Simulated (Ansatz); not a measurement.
**CH₄FNOZn: a ladder of functionals and wavefunction methods**

An exercise on one series of results from a longer session: the logs are not shown, and one member is left open.

The runs use Ansatz 0.2.0, Gaussian basis; functionals in def2-TZVPP, the program's frozen cores in correlated methods.

Plan: LDA (SPW92), PBE-D4, revPBE-D4, BLYP-D4, r2SCAN-D4, B97M-V, PBE0-D4, B3LYP-D4, r2SCANh-D4, r2SCAN0-D4, HSE06-D4, BHLYP-D4, CAM-B3LYP-D4, LC-ωPBE, ωB97X-V, ωB97M-V, B2PLYP, PBE-QIDH; CCSD(T)/def2-SVP; CCSD(T)/def2-TZVPP; MP2/def2-QZVPP; extrapolation to the limit; RPA on PBE.

**Structure used throughout**

The geometry comes from an earlier relaxation with PBE0-D4 in a triple-zeta def2 set; it is a stationary point, not always the lowest conformer.

9 atoms, charge 0, spin multiplicity 1.

Atoms are counted from 1 here; the program's logs count them from 0.

Bond lengths: N1–Zn2 1.812 Å, N1–H6 1.011 Å, N1–H7 1.011 Å, Zn2–O3 1.808 Å, O3–C4 1.343 Å, C4–F5 1.428 Å, C4–H8 1.098 Å, C4–H9 1.097 Å. Angles: Zn2–N1–H6 115.9°, Zn2–N1–H7 114.7°, H6–N1–H7 107.6°, N1–Zn2–O3 171.4°, Zn2–O3–C4 112.3°, O3–C4–F5 109.0°, O3–C4–H8 113.2°, O3–C4–H9 113.0°, F5–C4–H8 104.8°, F5–C4–H9 105.0°, H8–C4–H9 111.2°.

The first run:

in.yaml

```yaml
crystal:
  periodic: [false, false, false]
  atoms:
    - {symbol: N, position_ang: [-0.100225, 2.239263, -1.094451]}
    - {symbol: Zn, position_ang: [0.337107, 0.751772, -0.156440]}
    - {symbol: O, position_ang: [0.898764, -0.562365, 0.950810]}
    - {symbol: C, position_ang: [0.052759, -1.604602, 0.974805]}
    - {symbol: F, position_ang: [-1.070887, -1.310180, 0.143489]}
    - {symbol: H, position_ang: [0.652563, 2.670369, -1.613819]}
    - {symbol: H, position_ang: [-0.882198, 2.126225, -1.726005]}
    - {symbol: H, position_ang: [0.483188, -2.521503, 0.551406]}
    - {symbol: H, position_ang: [-0.371069, -1.788990, 1.970223]}
basis:
  gaussian: {orbitals: def2-TZVPP}
hamiltonian: {xc: lda}
output: {orbitals: {seedname: orbitals}}
```

Command:

```sh
ansatz run in.yaml --threads 2 --pin off --events-out ev --progress --plain --max-ram 20480MiB --backend cpu
```

Steps of the session up to this table: LDA; PBE-D4 (GGA); revPBE-D4 (GGA); BLYP-D4 (GGA); r2SCAN-D4 (meta-GGA); B97M-V (meta-GGA); PBE0-D4 (hybrid); B3LYP-D4 (hybrid); r2SCANh-D4 (hybrid); r2SCAN0-D4 (hybrid); HSE06-D4 (hybrid); BHLYP-D4 (hybrid); CAM-B3LYP-D4 (range-separated); LC-ωPBE (range-separated); ωB97X-V (range-separated); ωB97M-V (range-separated); B2PLYP (double hybrid); PBE-QIDH (double hybrid).

One table of the session follows, with a row left open; its other results are not shown here.

It belongs to the step «Orbital energies across the functionals». 

```
  functional  HOMO (eV)  gap (eV)
 LDA (SPW92)      -5.89      4.30
      PBE-D4      -5.69      4.31
   revPBE-D4      -5.61      4.32
     BLYP-D4      -5.59      4.20
   r2SCAN-D4      -5.96      4.94
      B97M-V      -6.02      4.70
     PBE0-D4      -7.09      6.59
    B3LYP-D4      -6.87      6.02
  r2SCANh-D4      -6.49      5.79
  r2SCAN0-D4      -7.30      7.02
    HSE06-D4      -6.68      5.82
    BHLYP-D4      -8.41      8.56
CAM-B3LYP-D4          ?         ?
     LC-ωPBE      -9.91     11.47
     ωB97X-V      -9.54     10.90
     ωB97M-V      -9.47     10.43
```

Estimate the missing values for CAM-B3LYP-D4.

**Answer.** HOMO (eV): -8.54; gap (eV): 8.84. In the column «HOMO (eV)» it lies between ωB97M-V (-9.47) and BHLYP-D4 (-8.41).
